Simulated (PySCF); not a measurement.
# One shape, several levels: CH6Sn (SMILES [CH3][SnH3])

Wanted: a comparison of 6 runs (HF/3-21G, B2PLYP/def2-TZVP, PBE/def2-TZVP, TPSS/def2-TZVP, MP2/def2-SVP, MP2/def2-SVPD) of CH6Sn. The job is set up through a Python script.

The results are computed with PySCF 2.14.0.

**1. Starting point**

CH6Sn has 8 atoms, charge 0, and is taken as a singlet. SMILES: `[CH3][SnH3]`. The shape is that of a PBE0-D4/def2-TZVP optimisation.

Bond lengths: C1–Sn2 2.140 Å, C1–H3 1.090 Å, C1–H4 1.090 Å, C1–H5 1.090 Å, Sn2–H6 1.709 Å, Sn2–H7 1.709 Å, Sn2–H8 1.709 Å. Some angles: C1–Sn2–H6 110.1°, C1–Sn2–H7 110.1°, C1–Sn2–H8 110.1°, Sn2–C1–H3 110.0°, Sn2–C1–H4 110.0°, Sn2–C1–H5 110.0°, H6–Sn2–H7 108.8°, H6–Sn2–H8 108.8°, H7–Sn2–H8 108.8°, H3–C1–H4 109.0°.

**2. Energy and gradient at HF/3-21G (run 1)**

calc.py reads:

```python
import pyscf.grad
from pyscf import gto

mol = gto.M(
    atom='''
C        1.094500       0.367400      -0.110600
Sn      -0.919400      -0.329100       0.082100
H        1.300500       0.627700      -1.148800
H        1.789300      -0.411200       0.204000
H        1.244600       1.249200       0.512300
H       -2.012000       0.886800      -0.417500
H       -1.156700      -1.716400      -0.887800
H       -1.248700      -0.731500       1.710400
''',
    max_memory=1860,
    verbose=4,
    basis='3-21g',
    charge=0,
)

calc0 = mol.RHF()
calc0.conv_tol = 1e-10
calc0.kernel()
if not calc0.converged:
    calc0 = calc0.newton().run(calc0.mo_coeff, calc0.mo_occ)

energy = calc0.e_tot
print('E(%s) = %.9f' % ('HF', energy))
grad = calc0.Gradients().kernel()
calc0.analyze()
```

Launch:

```sh
$ OMP_NUM_THREADS=1 python calc.py
```

Log:

```text
PySCF version 2.14.0

[... 75 lines left out ...]
Nuclear Repulsion Energy =             164.433458512045377
[... 8 lines left out ...]
MO #3   energy= -145.352469776931  occ= 2
[... 6 lines left out ...]
MO #10  energy= -19.0580696504623  occ= 2
[... 6 lines left out ...]
MO #17  energy= -3.91501020471085  occ= 2
[... 6 lines left out ...]
MO #24  energy= -1.39655255663128  occ= 2
[... 6 lines left out ...]
MO #31  energy= -0.410593049081747 occ= 2
[... 6 lines left out ...]
MO #38  energy= 0.318156982267303  occ= 0
[... 6 lines left out ...]
MO #45  energy= 1.07894373083501   occ= 0
[... 6 lines left out ...]
MO #52  energy= 1.93983777984373   occ= 0
[... 63 lines left out ...]
Dipole moment(X, Y, Z, Debye):  0.61295,  0.21187, -0.05882
```

It took 6.9 s on 1 thread of Intel Xeon at 2.50GHz (Skylake/Cascade Lake), shared host; peak memory 0.13 GiB.

**3. The energy at B2PLYP/def2-TZVP (core potential) (run 2)**

job.py reads:

```python
from pyscf import gto, dft, mp

system = gto.M(
    atom='''
C        1.094500       0.367400      -0.110600
Sn      -0.919400      -0.329100       0.082100
H        1.300500       0.627700      -1.148800
H        1.789300      -0.411200       0.204000
H        1.244600       1.249200       0.512300
H       -2.012000       0.886800      -0.417500
H       -1.156700      -1.716400      -0.887800
H       -1.248700      -0.731500       1.710400
''',
    ecp={'Sn': 'def2-svp'},
    max_memory=1860,
    spin=0,
    charge=0,
    basis='def2-tzvp',
    verbose=4,
)

mf = dft.RKS(system)
mf.xc = '0.53*HF + 0.47*B88, 0.73*LYP'
mf.conv_tol = 1e-10
mf.grids.level = 5
mf.kernel()
if not mf.converged:
    mf = mf.newton().run(mf.mo_coeff, mf.mo_occ)

pt = mp.MP2(mf, frozen=5).run()
energy = mf.e_tot + 0.27 * pt.e_corr
print('PT2 part  %.8f' % (0.27 * pt.e_corr))
print('E = %.10f Eh' % energy)
dip = mf.dip_moment()
pop, q = mf.mulliken_pop()
```

Launch:

```sh
$ OMP_NUM_THREADS=1 python job.py
```

Log:

```text
PySCF version 2.14.0

[... 78 lines left out ...]
converged SCF energy = -255.574562279894
[... 10 lines left out ...]
Dipole moment(X, Y, Z, Debye):  0.72127,  0.24934, -0.06914
[... 126 lines left out ...]
charge of    7H =     -0.09750
```

Wall time 34 s (1 thread of Intel Xeon at 2.50GHz (Skylake/Cascade Lake), shared host); peak memory 0.63 GiB.

Runs 3 to 5 aren't shown in full; the table further down has their settings and results.

**4. Energy and gradient at MP2/def2-SVPD (core potential) (run 6)**

job.py reads:

```python
# [CH3][SnH3]
from pyscf import gto, mp

system = gto.M(
    atom='''
C    1.094500   0.367400  -0.110600
Sn  -0.919400  -0.329100   0.082100
H    1.300500   0.627700  -1.148800
H    1.789300  -0.411200   0.204000
H    1.244600   1.249200   0.512300
H   -2.012000   0.886800  -0.417500
H   -1.156700  -1.716400  -0.887800
H   -1.248700  -0.731500   1.710400
''',
    basis='def2-svpd',
    verbose=3,
    spin=0,
    ecp={'Sn': 'def2-svp'},
    charge=0,
    max_memory=1860,
)

mf = system.RHF()
mf.conv_tol = 1e-10
mf.kernel()
if not mf.converged:
    mf = mf.newton().run(mf.mo_coeff, mf.mo_occ)

pt = mp.MP2(mf, frozen=5).run()
etot = pt.e_tot
print('E = %.10f Eh' % etot)
grad = pt.nuc_grad_method().kernel()
dip = mf.dip_moment()
pop, q = mf.mulliken_pop()
```

Launch:

```sh
$ OMP_NUM_THREADS=1 python job.py
```

Log:

```text
converged SCF energy = -254.645887654566
[... 11 lines left out ...]
Dipole moment(X, Y, Z, Debye):  0.71556,  0.24736, -0.06860
[... 109 lines left out ...]
charge of    7H =     -0.16563
```

Wall time 38 s (1 thread of Intel Xeon at 2.50GHz (Skylake/Cascade Lake), shared host); peak memory 1.1 GiB.

**5. All runs side by side**

```tsv
run	level	task	core potential	energy (Eh)	dipole moment (D) of the reference	HOMO energy (eV)	LUMO energy (eV)	wall time
1	HF/3-21G	gradient	–	-6037.383552	0.65	-11.17	3.81	6.9 s
2	B2PLYP/def2-TZVP (core potential)	energy	def2-svp	-255.739341	0.77	-9.41	1.07	34 s
3	PBE/def2-TZVP (core potential)	gradient	def2-svp	-255.926990	0.82	-7.23	-0.43	77 s
4	TPSS/def2-TZVP (core potential)	gradient	def2-svp	-255.930511	0.84	-7.31	-0.26	1.8 min
5	MP2/def2-SVP (core potential)	gradient	def2-svp	-254.918571	0.73	-11.20	3.45	15 s
6	MP2/def2-SVPD (core potential)	gradient	def2-svp	-254.937773	0.76	-11.22	1.91	38 s
```

**6. Summary of results**

| quantity | value |
| --- | --- |
| run 6: total energy | -254.93777 Eh |
| run 6: dipole moment (Hartree–Fock density) | 0.76 D |
| run 6: HOMO energy (Hartree–Fock orbitals) | -11.22 eV |
| run 6: LUMO energy (Hartree–Fock orbitals) | 1.91 eV |
| run 6: HOMO–LUMO gap (Hartree–Fock orbitals) | 13.12 eV |
| run 6: correlation energy (5 core orbitals frozen) | -291.9 mEh |
| run 6: largest force on an atom | 0.321 eV/Å |

**Reading.** Over runs 1, 2, 3, 4 the dipole moment (its size) runs from 0.65 D (HF/3-21G) to 0.84 D (TPSS/def2-TZVP). The two ends differ in method and basis and core potential. Over runs 1, 2, 3, 4 the HOMO–LUMO gap runs from 6.80 eV (PBE/def2-TZVP) to 14.98 eV (HF/3-21G). Totals of different functionals can't be ranked against each other. Some runs of one species differ in core potentials or relativity; totals across that change don't compare. In run 1 relativity is left out where basis or elements ask for it. All runs together took 4.6 min, the longest 1.8 min.
